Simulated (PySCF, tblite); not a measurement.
**Cl₂H₇NSi₃, a small molecule taken as a stand-in for a surface group (Si site with back bonds [SiH3], N[SiH3], Cl): NMR shifts, core binding energies and electronic excitations**

What NMR shifts, core binding energies and electronic excitations should one expect for `[SiH3]N[Si]([SiH3])(Cl)Cl`?

Programs: tblite 0.8.0 and PySCF 2.14.0. All values are calculated, for the isolated system unless a continuum is named. Atoms count from 0, parts from 1.

## 1. The system as given

13 atoms, charge 0, multiplicity 1; geometry: distance geometry start.

## 2. Relaxing the cluster with GFN2-xTB

Job settings and geometry (Å):

```
{"job": {"kind": "relax", "xc": "GFN2-xTB", "basis": "xTB"}, "charge": 0, "multiplicity": 1}
Si     0.225154     1.047484    -0.166628
Si     0.045794     1.792538     1.931487
N      1.043154    -0.583944    -0.159621
Si    -0.022017    -1.987451    -0.667431
Cl    -1.710224     0.868673    -1.034311
Cl     1.393240     2.405554    -1.312332
H      0.915383     1.024868     2.757806
H      0.429427     3.159059     1.966784
H     -1.260191     1.633798     2.363825
H      1.698442    -0.759148     0.579986
H     -1.216854    -1.969249     0.109354
H     -0.328224    -1.911500    -2.032409
H      0.670149    -3.216315    -0.366322
```

Level: GFN2-xTB geometry optimisation, gas phase.

Launch:

```
> OMP_NUM_THREADS=1 python cluster_run.py task.json out
```

The driver reads the jobs from task.json and runs them one after another.

**Question.** The jobs that follow are: PBE0-D3(BJ)/def2-SVP geometry optimisation, gas phase; GIAO PBE0/pcSseg-1 NMR shielding, non-relativistic, gas phase; delta-SCF UKS SCAN, pcX-2 on the ionised atom, pcseg-1 elsewhere, spin-free X2C; TDDFT CAM-B3LYP/def2-SVPD, vertical, gas phase, core orbitals frozen in the response. Predict: point group; rotational constants (main isotopes); ¹H shifts against TMS (PBE0/pcSseg-1); ²⁹Si shifts against TMS (PBE0/pcSseg-1); ¹⁵N shifts against NH3 (PBE0/pcSseg-1); ³⁵Cl shifts against HCl (PBE0/pcSseg-1); potential on the surface of density 0.002 e/bohr³, 1st and 99th percentile; Si2p binding energies, SCAN/pcX-2 (standing for 2 of 3 atoms); Cl2p binding energies, SCAN/pcX-2; N1s binding energies, SCAN/pcX-2; lowest singlet (CAM-B3LYP/def2-SVPD); brightest single state of those computed; lowest triplet; vertical ionisation energy (ΔSCF).

The runs gave:

| quantity | value |
| --- | --- |
| point group | C1 |
| rotational constants (main isotopes) | 1.24, 0.81, 0.79 GHz |
| ¹H shifts against TMS (PBE0/pcSseg-1) | 4.73, 4.72, 4.52, 3.71, 3.70, 3.62, 0.90 ppm |
| ²⁹Si shifts against TMS (PBE0/pcSseg-1) | 21.8, -52.6, -99.2 ppm |
| ¹⁵N shifts against NH3 (PBE0/pcSseg-1) | 50.9 ppm |
| ³⁵Cl shifts against HCl (PBE0/pcSseg-1) | 150, 149 ppm |
| potential on the surface of density 0.002 e/bohr³, 1st and 99th percentile | -0.60 V and 1.92 V |
| Si2p binding energies, SCAN/pcX-2 (standing for 2 of 3 atoms) | Si0 108.53, Si1 107.16 eV |
| Cl2p binding energies, SCAN/pcX-2 | Cl4 206.36, Cl5 206.34 eV |
| N1s binding energies, SCAN/pcX-2 | N2 404.79 eV |
| lowest singlet (CAM-B3LYP/def2-SVPD) | 6.65 eV (186 nm), f = 0.001 |
| brightest single state of those computed | state 6, 7.71 eV, f = 0.197 |
| lowest triplet | 6.31 eV |
| vertical ionisation energy (ΔSCF) | 10.08 eV |

The start of the PBE0/def2-SVP relaxation was shaken at random by about 0.01 Å, so part of the energy gained, and of the first lengths quoted, undoes that. Over 18 steps the energy fell by 0.237 eV; of the close pairs, Si3–H12 changed most, 1.413 to 1.494 Å (PBE0/def2-SVP). Hydrogens of an XH3 group are listed apart at this fixed geometry; free rotation makes them one line at their mean. By nearest atom (PBE0/pcSseg-1), the HOMO sits on N2 52 %; Cl4, Cl5 about 10 % each and the LUMO on Si0 17 %; H10 12 %. At SCAN/pcX-2: Si0 (silicon bonded to 2 Cl, N, Si) binds its Si2p electron 1.37 eV more tightly than Si1 (silicon bonded to Si, 3 H). Only 2 of the 3 Si atoms are covered by sound results. At SCAN/pcX-2: the Cl2p levels computed lie within 0.02 eV of one another, too close to rank. The first singlet state (HOMO→LUMO 0.92) lies at 6.65 eV and is weak; of the 6 states computed, the strongest absorption comes from state 6 at 7.71 eV (the last computed, so partners may be missing). The lowest triplet lies 0.34 eV below the lowest singlet (triplets in Tamm-Dancoff, singlets in full TDDFT). ΔSCF puts the ionisation energy at 10.08 eV, 0.60 eV above −ε(HOMO). A capped cluster stands for the solid here, so long-range fields and strain are missing, and bands or shifts of the capping hydrogens have no counterpart in it.
